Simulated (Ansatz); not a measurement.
# TiNH₂ (doublet): from Hartree-Fock to the top rungs at a displaced geometry (v2), def2-SVP

An exercise on one series of results from a longer session: the logs are not shown, and one member is left open.

Computed with Ansatz 0.2.0, Gaussian basis. Level: def2-SVP, core rule «outside noble gas», up to 10 orbitals frozen.

To be run: UHF; CCSD(T) on ROHF; CCSD(T) on UHF; CISD; CCSDT(Q) on ROHF; CCSDT(Q) on UHF.

24 further runs of the same task are left out: 7 for a known fault of the program, 5 that didn't finish, 12 set aside as unsound or not needed.

## The system

The geometry is a PBE0/def2-TZVP stationary point (not a proven minimum) with its atoms shifted at random (size 0.100 Å).

4 atoms, charge 0, spin multiplicity 2.

Atoms are counted from 1 here; the program's logs count them from 0.

Bond lengths: Ti1–N2 1.871 Å, N2–H3 0.995 Å, N2–H4 1.099 Å. Angles: Ti1–N2–H3 131.6°, Ti1–N2–H4 115.8°, H3–N2–H4 109.4°.

The first run:

Input file in.yaml:

```yaml
crystal:
  periodic: [false, false, false]
  atoms:
    - {symbol: Ti, position_ang: [0.037619, -0.000147, 0.485687]}
    - {symbol: N, position_ang: [-0.127255, 0.014777, -1.377561]}
    - {symbol: H, position_ang: [-0.050634, 0.751229, -2.042188]}
    - {symbol: H, position_ang: [0.032474, -0.949586, -1.879970]}
basis:
  gaussian: {orbitals: def2-SVP}
magnetization: {spin_polarized: true, initial_magnetization: 1}
hamiltonian: {xc: hf}
output: {orbitals: {seedname: orbitals}}
```

Command:

```
ansatz run in.yaml --threads 1 --pin off --events-out ev --progress --plain --max-ram 2393MiB
```

Among the steps run: UHF; CCSD(T) on ROHF; CCSD(T) on UHF; CISD; CCSDT(Q) on ROHF; CCSDT(Q) on UHF.

One of the session's tables, all rows but one given; the rest of the session is left out.

| method | from RCCSDT(Q) (kcal/mol) |
| --- | --- |
| ROHF | +178.07 |
| RMP2 | +27.19 |
| UMP2 | +26.70 |
| RCCSD | +9.41 |
| UCCSD | +8.93 |
| RCCSD(T) | +1.83 |
| UCCSD(T) | +2.38 |
| RCCSDT | +0.65 |
| UCCSDT | +0.72 |
| RCCSDT(Q) | 0 |
| UCCSDT(Q) | ? |

Estimate the missing values for UCCSDT(Q).

The run gave: from RCCSDT(Q) (kcal/mol): -0.30. In the column «from RCCSDT(Q) (kcal/mol)» it is the lowest.

Not comparable, so not listed: CISD (they don't share determinant, frozen orbitals or solution with the rows shown, or repeat one).

Left out of the table: UHF (another determinant or state than the rows shown).

Limits of these values: The determinant is far from a pure spin state, so its energy mixes those of several spin states (harmless only where they are near-degenerate, as at dissociation). Restricted and unrestricted rows rest on different reference determinants; where their highest levels disagree by more than a few hundredths of an eV, they describe different states and don't form one ladder.
